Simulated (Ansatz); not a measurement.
# ClFH5NSi2: a ladder of functionals and wavefunction methods

Aim: compute ClFH5NSi2 with functionals from several rungs and with coupled cluster. The yardstick is the atomisation energy at the CCSD(T) limit.

The runs use Ansatz 0.2.0, Gaussian basis; functionals in def2-TZVPP, the program's frozen cores in correlated methods.

The runs, in order: LDA (SPW92), PBE-D4, revPBE-D4, BLYP-D4, r2SCAN-D4, B97M-V, PBE0-D4, B3LYP-D4, r2SCANh-D4, r2SCAN0-D4, HSE06-D4, BHLYP-D4, CAM-B3LYP-D4, LC-ωPBE, ωB97X-V, ωB97M-V, B2PLYP, PBE-QIDH; CCSD(T)/def2-SVP; CCSD(T)/def2-TZVPP; MP2/def2-QZVPP; extrapolation to the limit; RPA on PBE.

### 1 The geometry

An earlier PBE0-D4 in a triple-zeta def2 set relaxation fixed the geometry.

10 atoms, charge 0, spin multiplicity 1.

Atoms are counted from 1 here; the program's logs count them from 0.

Bond lengths: F1–Si2 1.598 Å, Si2–N3 1.713 Å, Si2–H6 1.478 Å, Si2–H7 1.479 Å, N3–Si4 1.716 Å, N3–H8 1.012 Å, Si4–Cl5 2.058 Å, Si4–H9 1.479 Å, Si4–H10 1.477 Å. Angles: F1–Si2–N3 112.4°, F1–Si2–H6 107.3°, F1–Si2–H7 106.1°, N3–Si2–H6 107.9°, N3–Si2–H7 109.3°, H6–Si2–H7 113.9°, Si2–N3–Si4 128.2°, Si2–N3–H8 115.8°, Si4–N3–H8 115.5°, N3–Si4–Cl5 112.8°, N3–Si4–H9 109.9°, N3–Si4–H10 107.7°, Cl5–Si4–H9 106.0°, Cl5–Si4–H10 107.6°, H9–Si4–H10 112.9°.

### 2 LDA

This LDA is Slater exchange with PW92 correlation.

File in.yaml:

```yaml
crystal:
  periodic: [false, false, false]
  atoms:
    - {symbol: F, position_ang: [-0.968912, -2.289209, 0.635768]}
    - {symbol: Si, position_ang: [-1.171327, -0.998441, -0.284504]}
    - {symbol: N, position_ang: [-0.376513, 0.382848, 0.344605]}
    - {symbol: Si, position_ang: [1.211349, 0.939163, 0.004845]}
    - {symbol: Cl, position_ang: [2.592352, 0.309367, 1.394154]}
    - {symbol: H, position_ang: [-0.579859, -1.302309, -1.603981]}
    - {symbol: H, position_ang: [-2.628559, -0.748034, -0.325594]}
    - {symbol: H, position_ang: [-0.850021, 0.854722, 1.104225]}
    - {symbol: H, position_ang: [1.243786, 2.417155, 0.038035]}
    - {symbol: H, position_ang: [1.610807, 0.383639, -1.304453]}
basis:
  gaussian: {orbitals: def2-TZVPP}
hamiltonian: {xc: lda}
output: {orbitals: {seedname: orbitals}}
```

After this run come: PBE-D4 (GGA); revPBE-D4 (GGA); BLYP-D4 (GGA); r2SCAN-D4 (meta-GGA); B97M-V (meta-GGA); PBE0-D4 (hybrid); B3LYP-D4 (hybrid); r2SCANh-D4 (hybrid); r2SCAN0-D4 (hybrid); HSE06-D4 (hybrid); BHLYP-D4 (hybrid); CAM-B3LYP-D4 (range-separated); LC-ωPBE-D4 (range-separated); ωB97X-V (range-separated); ωB97M-V (range-separated); B2PLYP (double hybrid); PBE-QIDH (double hybrid); CCSD(T) in def2-SVP; CCSD(T) in def2-TZVPP; MP2 in def2-QZVPP; RPA on PBE orbitals.

Q: Predict the results of all the runs planned. Wanted: atomisation energy, CCSD(T)/CBS; farthest beyond LDA; mean size of error, GGA; mean size of error, meta-GGA; mean size of error, hybrid; mean size of error, range-separated; mean size of error, double hybrid; gap, smallest and largest; T1 diagnostic.

As calculated:

| quantity | value |
| --- | --- |
| atomisation energy, CCSD(T)/CBS | 826.9 kcal/mol |
| functionals within 4.1 kcal/mol (0.5 %) | B97M-V, CAM-B3LYP-D4, ωB97X-V, ωB97M-V |
| farthest beyond LDA | BHLYP-D4 (-22.9 kcal/mol) |
| mean size of error, GGA | 12.4 kcal/mol |
| mean size of error, meta-GGA | 3.6 kcal/mol |
| mean size of error, hybrid | 14.2 kcal/mol |
| mean size of error, range-separated | 4.0 kcal/mol |
| mean size of error, double hybrid | 14.2 kcal/mol |
| gap, smallest and largest | 6.38 eV (LDA (SPW92)), 13.66 eV (LC-ωPBE) |
| T1 diagnostic | 0.0107 |
| triples share of the correlation energy | 3.4 % |

**Reading.** The LDA atomisation energy is off by 96.2 kcal/mol (12 %): it overbinds. PBE-D4 misses by -4.4 kcal/mol. Double hybrids carry the basis error of their MP2 part in triple zeta, and no dispersion term here, so their miss is partly the set-up's. The rungs meta-GGA, range-separated miss on average by less than the doubt on the reference (4.1 kcal/mol), so they tie. Misses under about 4.1 kcal/mol are within the doubt on the reference itself, which lacks core-valence correlation, relativity and higher excitations. Hartree-Fock recovers 74 % of the binding; the rest is correlation. CCSD(T) in def2-SVP is off by -73.9 kcal/mol, which most functionals beat. Orbital gaps span 6.4 to 13.7 eV; exact exchange widens them.
